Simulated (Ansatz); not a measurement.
# In2O3: the cost of one run

Method: DFT PBE, scalar-relativistic, plane waves, PAW, in Ansatz 0.2.0.

## (1) The starting structure

The cell holds 20 atoms (In8O12): a = 6.549 Å, b = 6.526 Å, c = 6.366 Å, α = 90.85°, β = 90.48°, γ = 88.94°.

It is the last frame of an earlier stage of the same melt, run at 2160 K.

The coordinates stand in the first input below.

## (2) Dynamics at 1200 K

One k point, a Fermi-Dirac width of 0.103 eV and a fixed cell.

The input, input.yaml:

```yaml
crystal:
  lattice:
    - [6.549156, 0.060271, -0.026546]
    - [0.060271, 6.525321, -0.047852]
    - [-0.026546, -0.047852, 6.365751]
  atoms:
    - { symbol: In, position: [0.0880301631, 0.7837270174, 0.1450341204] }
    - { symbol: In, position: [0.6004212705, 0.6926485331, 0.181039495] }
    - { symbol: In, position: [0.3288739514, 0.8033573267, 0.68314422] }
    - { symbol: In, position: [0.2221881484, 0.3904227951, 0.6278089003] }
    - { symbol: In, position: [0.4049267873, 0.2747472356, 0.1335345047] }
    - { symbol: In, position: [0.726486004, 0.2497464911, 0.49182126] }
    - { symbol: In, position: [0.8239986524, 0.7112244061, 0.652618039] }
    - { symbol: In, position: [0.8764175111, 0.2241468587, 0.9959879404] }
    - { symbol: O, position: [0.4985587914, 0.4488702767, 0.416572405] }
    - { symbol: O, position: [0.3630449677, 0.6552299191, 0.9767007515] }
    - { symbol: O, position: [0.6894391326, 0.014445877, 0.2452771572] }
    - { symbol: O, position: [0.9166848515, 0.872118385, 0.9100940861] }
    - { symbol: O, position: [0.5801290779, 0.3106502211, 0.8727709636] }
    - { symbol: O, position: [0.1495653634, 0.115968851, 0.5654632542] }
    - { symbol: O, position: [0.8417359053, 0.4986716905, 0.1640702866] }
    - { symbol: O, position: [0.6135699118, 0.9248445918, 0.5822113506] }
    - { symbol: O, position: [0.8915334788, 0.4385042935, 0.649451798] }
    - { symbol: O, position: [0.1780370849, 0.0586267482, 0.2455785472] }
    - { symbol: O, position: [0.144761017, 0.1424647084, 0.866519657] }
    - { symbol: O, position: [0.0839171245, 0.6980008104, 0.4646331266] }
  symmetry: { detect: false }
basis:
  ecutwfc: 420
  xc_grid: 1
kpoints:
  mp_grid: { grid: [1, 1, 1], shift: [0.0, 0.0, 0.0] }
hamiltonian:
  xc: pbe
scf:
  occupations: { method: fermi_dirac, width: 0.1034 }
  lower_state_search: "off"
  convergence: { dr2_threshold: 1.0e-05 }
output:
  forces: true
  stress: true
md:
  timestep: 2.0
  n_steps: 250
  ensemble: nvt_langevin
  friction: 0.03
  temperature: 1200.0
  initial_velocities: maxwell_boltzmann
  seed: 95314
```

The run is started by

```sh
$ ansatz run input.yaml --threads 2 --pin off --max-ram 5120MiB --backend cpu --events-out ev --progress --plain --runs-dir out
```

Q: Estimate wall time and peak memory on 2 threads of Arm Neoverse V2, shared host.

About 4 min, with a peak of 0.39 GiB.
